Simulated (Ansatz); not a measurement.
# F2H6N2OSi2: a ladder of functionals and wavefunction methods

One table from this session's results is given with a row withheld; the runs are named, their logs left out.

Computed with Ansatz 0.2.0, Gaussian basis. Level: functionals in def2-TZVPP, the program's frozen cores in correlated methods.

The runs, in order: PBE-D4, r2SCAN-D4, PBE0-D4, B3LYP-D4, ωB97X-V, ωB97M-V, B2PLYP; CCSD(T)/def2-TZVPP; MP2/def2-QZVPP; extrapolation to the limit.

**The relaxed structure**

All runs share one geometry, relaxed beforehand with PBE0-D4 in a triple-zeta def2 set.

SMILES `N[SiH](O)[Si](N)(F)F`, 13 atoms, charge 0, spin multiplicity 1.

Atoms are counted from 1 here; the program's logs count them from 0.

Bond lengths: N1–Si2 1.720 Å, N1–H8 1.008 Å, N1–H9 1.009 Å, Si2–O3 1.647 Å, Si2–Si4 2.344 Å, Si2–H10 1.486 Å, O3–H11 0.959 Å, Si4–N5 1.698 Å, Si4–F6 1.604 Å, Si4–F7 1.594 Å, N5–H12 1.008 Å, N5–H13 1.007 Å. Angles: Si2–N1–H8 119.1°, Si2–N1–H9 120.3°, H8–N1–H9 110.6°, N1–Si2–O3 110.7°, N1–Si2–Si4 102.9°, N1–Si2–H10 115.7°, O3–Si2–Si4 111.3°, O3–Si2–H10 102.5°, Si4–Si2–H10 114.0°, Si2–O3–H11 116.2°, Si2–Si4–N5 110.1°, Si2–Si4–F6 108.4°, Si2–Si4–F7 114.7°, N5–Si4–F6 113.2°, N5–Si4–F7 105.6°, F6–Si4–F7 104.8°, Si4–N5–H12 121.4°, Si4–N5–H13 120.7° and more.

Set-up of the first run:

in.yaml

```yaml
crystal:
  periodic: [false, false, false]
  atoms:
    - {symbol: N, position_ang: [-0.648386, -0.943011, -1.644325]}
    - {symbol: Si, position_ang: [0.754123, -0.162869, -1.024428]}
    - {symbol: O, position_ang: [1.829260, -1.269626, -0.448498]}
    - {symbol: Si, position_ang: [-0.108421, 1.164386, 0.704482]}
    - {symbol: N, position_ang: [-0.592474, 0.187468, 2.005856]}
    - {symbol: F, position_ang: [-1.299077, 2.059824, 0.110698]}
    - {symbol: F, position_ang: [0.922882, 2.213457, 1.317129]}
    - {symbol: H, position_ang: [-1.513872, -0.428047, -1.696297]}
    - {symbol: H, position_ang: [-0.572212, -1.588239, -2.416611]}
    - {symbol: H, position_ang: [1.565369, 0.588106, -2.017132]}
    - {symbol: H, position_ang: [1.536815, -1.795881, 0.298366]}
    - {symbol: H, position_ang: [-0.638906, 0.549633, 2.945374]}
    - {symbol: H, position_ang: [-1.235080, -0.575189, 1.865385]}
basis:
  gaussian: {orbitals: def2-TZVPP}
hamiltonian: {xc: pbe, dispersion: d4}
output: {forces: true, orbitals: {seedname: orbitals}}
```

The run is started by

```console
ansatz run in.yaml --threads 2 --pin off --events-out ev --progress --plain --max-ram 22528MiB --backend cuda --devices 0, --max-vram 18GiB
```

Steps of the session up to this table: PBE-D4 (GGA); r2SCAN-D4 (meta-GGA); PBE0-D4 (hybrid); B3LYP-D4 (hybrid); ωB97X-V (range-separated); ωB97M-V (range-separated); B2PLYP (double hybrid); CCSD(T) in def2-TZVPP; MP2 in def2-QZVPP.

One table of the session follows, with a row left open; its other results are not shown here.

| method | atomisation energy (kcal/mol) |
| --- | --- |
| PBE-D4 | 1204.4 |
| r2SCAN-D4 | 1184.2 |
| PBE0-D4 | 1175.7 |
| B3LYP-D4 | ? |
| ωB97X-V | 1194.2 |
| ωB97M-V | 1192.3 |
| B2PLYP | 1174.1 |
| HF/def2-TZVPP | 830.6 |
| MP2/def2-TZVPP | 1180.9 |
| CCSD/def2-TZVPP | 1132.7 |
| CCSD(T)/def2-TZVPP | 1151.1 |
| MP2/CBS | 1223.4 |
| CCSD(T)/CBS | 1193.6 |

Estimate the missing values for B3LYP-D4.

As computed: atomisation energy (kcal/mol): 1186.2. In the column «atomisation energy (kcal/mol)» it lies between r2SCAN-D4 (1184.2) and ωB97M-V (1192.3).
